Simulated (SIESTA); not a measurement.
# AlNi under changes of volume

One of the cells (11.971 Å³/atom); the others are scaled copies at fixed shape and fractional positions:

```
Ni Al
1.0
     1.95153   -1.96613    0.00000
     1.95153    1.96613    0.00000
     0.00000    0.00000    3.11996
Ni Al
1 1
Direct
  0.50000 0.50000 0.50000
  0.00000 0.00000 0.00000
```

The cell comes from a database or a generator and needn't be the stable form of this composition.

```yaml
Program: SIESTA 5.4.2
Functional: PBEsol
Potentials_or_basis: PseudoDojo 0.4 standard (PBEsol files)
Basis: DZP (energy shift 0.003 Ry; two zetas on semicore shells)
Grid_cutoff: 800 Ry
Energy_shift: 0.003 Ry
k_mesh: 10 × 10 × 9
Occupations: fermi-dirac, width 0.05 eV
Spin: collinear spin, ferromagnetic start
Starting_moments: "[1.0, 0.0] μB"
```

```csv
volume (Å³/atom),energy over the lowest point (meV/atom),pressure (GPa)
11.032,?,?
11.267,7.76,7.4
11.502,0.00,3.2
11.971,1.72,-3.9
12.206,9.63,-6.8
12.441,21.64,-9.5
```

Question: What does the run at 11.032 Å³/atom give?

Answer: Energy over the lowest point 21.64 meV/atom; pressure 11.7 GPa.

Worked out: A Birch-Murnaghan fit of order 3 (a polynomial in V^(-2/3)) to the other rows has its minimum at 11.69 Å³/atom with B0 = V·E''(V) = 181 GPa and B' = 5.7 at fixed shape and positions, which overstates the stiffness. It gives 22.32 meV/atom at 11.032 Å³/atom, against the run's 21.64, and -dE/dV = 12.5 GPa, against 11.7.

Energies are extrapolated to zero smearing.

Caveats: short orbitals over semicore shells can move pressures by several GPa; the basis of atomic orbitals isn't converged, which shifts pressures, moduli and gaps.
